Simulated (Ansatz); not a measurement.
**KCa2BO3: a short molecular-dynamics run**

A trajectory of KCa2BO3, an element-swapped structure with 14 atoms that was not relaxed first: 30 steps of 1 fs under a Langevin thermostat and barostat at 300 K and 0 GPa.

Method: DFT PBE, plane waves, PAW, scalar-relativistic, no spin polarisation, in Ansatz 0.2.0.

### Step 1. The starting structure

The cell holds 14 atoms (B2Ca4K2O6): a = 6.162 Å, b = 5.716 Å, c = 5.681 Å, α = 90.00°, β = 90.00°, γ = 90.00°.

As a file:

```xyz
14
Lattice="6.1618 0.0000 0.0000 0.0000 5.7160 0.0000 0.0000 0.0000 5.6813" Properties=species:S:1:pos:R:3 pbc="T T T"
O     1.5405    4.2870    0.2432
O     4.6214    1.4290    5.4381
Ca    2.9577    4.2870    2.1077
Ca    0.1232    4.2870    2.1077
Ca    6.0386    1.4290    3.5735
Ca    3.2042    1.4290    3.5735
O     1.5405    5.5005    3.7042
O     1.5405    3.0735    3.7042
O     4.6214    0.2155    1.9771
O     4.6214    2.6425    1.9771
K     4.6214    4.2870    5.2137
K     1.5405    1.4290    0.4676
B     1.5405    4.2870    4.5155
B     4.6214    1.4290    1.1658
```

### Step 2. The run

input.yaml reads:

```yaml
crystal:
  lattice:
    - [6.161842, 0.0, 0.0]
    - [0.0, 5.715953, 0.0]
    - [0.0, 0.0, 5.681262]
  atoms:
    - { symbol: O, position: [0.25, 0.75, 0.0428] }
    - { symbol: O, position: [0.75, 0.25, 0.9572] }
    - { symbol: Ca, position: [0.48, 0.75, 0.371] }
    - { symbol: Ca, position: [0.02, 0.75, 0.371] }
    - { symbol: Ca, position: [0.98, 0.25, 0.629] }
    - { symbol: Ca, position: [0.52, 0.25, 0.629] }
    - { symbol: O, position: [0.25, 0.9623, 0.652] }
    - { symbol: O, position: [0.25, 0.5377, 0.652] }
    - { symbol: O, position: [0.75, 0.0377, 0.348] }
    - { symbol: O, position: [0.75, 0.4623, 0.348] }
    - { symbol: K, position: [0.75, 0.75, 0.9177] }
    - { symbol: K, position: [0.25, 0.25, 0.0823] }
    - { symbol: B, position: [0.25, 0.75, 0.7948] }
    - { symbol: B, position: [0.75, 0.25, 0.2052] }
kpoints:
  mp_grid: { grid: [3, 3, 3] }
magnetization:
  spin_polarized: false
scf:
  occupations: { method: fermi_dirac, width: 0.05 }
hamiltonian:
  pseudopotentials: { kind: paw }
  xc: pbe
basis:
  ecutwfc: 420
md:
  timestep: 1.0
  n_steps: 30
  ensemble: npt_langevin
  temperature: 300.0
  initial_velocities: maxwell_boltzmann
  seed: 234612
  pressure: 0.0
```

Run with:

```console
$ ansatz run input.yaml --threads 2 --pin off --max-ram 2560MiB --backend cpu --events-out ev --progress --plain --runs-dir out
```

**Question.** What will these runs give? Wanted: temperature, first and last step; temperature, second half; potential energy, second half; largest change of the conserved energy; volume, first and last step; mean square displacement, second half.

**Answer**, as computed:

| quantity | value |
| --- | --- |
| length | 30 steps of 1 fs |
| temperature, first and last step | 279 and 317 K |
| temperature, second half | mean 439 K, from 317 to 492 K |
| potential energy, second half | -77 meV/atom from the start |
| largest change of the conserved energy | 0.13 meV/atom |
| volume, first and last step | 14.29 and 18.39 Å³/atom |
| mean square displacement, second half | O 0.030, K 0.030, B 0.010, Ca 0.004 Å² |

Against a set 300 K the second half averages 439 K, going from 457 to 317 K over that half. The conserved energy strays from its start by at most 0.13 meV/atom, 0.3 % of the mean kinetic energy, which is good for a step of 1 fs. The farthest move is 0.29 Å, against a mean nearest distance of 1.5 Å at the start: no atom has changed site so far. The volume changes by +28.7 % from first to last step, and is still moving at the end, so it is no equilibrium value. 30 fs on 14 atoms is far too short and small for converged averages.
